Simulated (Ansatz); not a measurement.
# C3H2F3N: a ladder of functionals and wavefunction methods

The task here is to estimate one member of a computed series from the others.

Program: Ansatz 0.2.0, Gaussian basis. Level of theory: functionals in def2-TZVPP, the program's frozen cores in correlated methods. These are calculated values, not measurements.

Plan: LDA (SPW92), PBE-D4, revPBE-D4, BLYP-D4, r2SCAN-D4, B97M-V, PBE0-D4, B3LYP-D4, r2SCANh-D4, r2SCAN0-D4, HSE06-D4, BHLYP-D4, CAM-B3LYP-D4, LC-ωPBE, ωB97X-V, ωB97M-V, B2PLYP, PBE-QIDH; CCSD(T)/def2-SVP; CCSD(T)/def2-TZVPP; MP2/def2-QZVPP; extrapolation to the limit; RPA on PBE.

### The relaxed structure

The geometry comes from an earlier relaxation with PBE0-D4 in a triple-zeta def2 set; it is a stationary point, not always the lowest conformer.

SMILES `N#CCC(F)(F)F`, 9 atoms, charge 0, spin multiplicity 1.

Atoms are counted from 1 here; the program's logs count them from 0.

Bond lengths: N1–C2 1.148 Å, C2–C3 1.451 Å, C3–C4 1.519 Å, C3–H8 1.092 Å, C3–H9 1.092 Å, C4–F5 1.331 Å, C4–F6 1.336 Å, C4–F7 1.331 Å. Angles: N1–C2–C3 179.2°, C2–C3–C4 112.7°, C2–C3–H8 109.9°, C2–C3–H9 109.9°, C4–C3–H8 108.0°, C4–C3–H9 108.0°, H8–C3–H9 108.3°, C3–C4–F5 111.7°, C3–C4–F6 109.3°, C3–C4–F7 111.7°, F5–C4–F6 108.0°, F5–C4–F7 108.1°, F6–C4–F7 108.0°.

As a file:

```xyz
9
charge 0, multiplicity 1
N     0.9858   -2.4579   -0.1172
C     0.5095   -1.4614    0.1950
C    -0.0952   -0.2085    0.6075
C    -0.1499    0.8132   -0.5153
F    -0.8716    0.3744   -1.5445
F    -0.7161    1.9361   -0.0640
F     1.0666    1.1178   -0.9625
H    -1.1160   -0.3854    0.9529
H     0.4756    0.2253    1.4312
```

Set-up of the first run:

Input file in.yaml:

```yaml
crystal:
  periodic: [false, false, false]
  atoms:
    - {symbol: N, position_ang: [0.985754, -2.457943, -0.117249]}
    - {symbol: C, position_ang: [0.509488, -1.461391, 0.195004]}
    - {symbol: C, position_ang: [-0.095237, -0.208511, 0.607456]}
    - {symbol: C, position_ang: [-0.149929, 0.813226, -0.515331]}
    - {symbol: F, position_ang: [-0.871610, 0.374430, -1.544531]}
    - {symbol: F, position_ang: [-0.716126, 1.936090, -0.064001]}
    - {symbol: F, position_ang: [1.066585, 1.117794, -0.962486]}
    - {symbol: H, position_ang: [-1.115982, -0.385416, 0.952933]}
    - {symbol: H, position_ang: [0.475558, 0.225320, 1.431204]}
basis:
  gaussian: {orbitals: def2-TZVPP}
hamiltonian: {xc: lda}
output: {orbitals: {seedname: orbitals}}
```

Started as:

```sh
ansatz run in.yaml --threads 2 --pin off --events-out ev --progress --plain --max-ram 32768MiB --backend cpu
```

Steps of the session up to this table: LDA; PBE-D4 (GGA); revPBE-D4 (GGA); BLYP-D4 (GGA); r2SCAN-D4 (meta-GGA); B97M-V (meta-GGA); PBE0-D4 (hybrid); B3LYP-D4 (hybrid); r2SCANh-D4 (hybrid); r2SCAN0-D4 (hybrid); HSE06-D4 (hybrid); BHLYP-D4 (hybrid); CAM-B3LYP-D4 (range-separated); LC-ωPBE (range-separated); ωB97X-V (range-separated); ωB97M-V (range-separated); B2PLYP (double hybrid); PBE-QIDH (double hybrid).

One of the session's tables, all rows but one given; the rest of the session is left out.

It belongs to the step «Orbital energies across the functionals». 

```
  functional  HOMO (eV)  gap (eV)
 LDA (SPW92)      -8.88      7.56
      PBE-D4      -8.67      7.63
   revPBE-D4      -8.59      7.66
     BLYP-D4      -8.54      7.58
   r2SCAN-D4      -8.97      8.19
      B97M-V      -8.95      8.24
     PBE0-D4     -10.09     10.11
    B3LYP-D4      -9.84      9.56
  r2SCANh-D4          ?         ?
  r2SCAN0-D4     -10.29     10.49
    HSE06-D4      -9.68      9.32
    BHLYP-D4     -11.37     12.37
CAM-B3LYP-D4     -11.56     12.64
     LC-ωPBE     -13.03     15.42
     ωB97X-V     -12.57     14.82
     ωB97M-V     -12.44     14.40
```

**Question.** Estimate the row for r2SCANh-D4.

Worked estimate for «HOMO (eV)». Against the share of exact exchange, r2SCAN-D4 (0, -8.97), r2SCAN0-D4 (0.25, -10.29) give a slope of -5.28 per unit share; at 0.1 the line stands at -9.50.

As computed: HOMO (eV): -9.50; gap (eV): 9.12. In «HOMO (eV)» the line misses by 0.00.
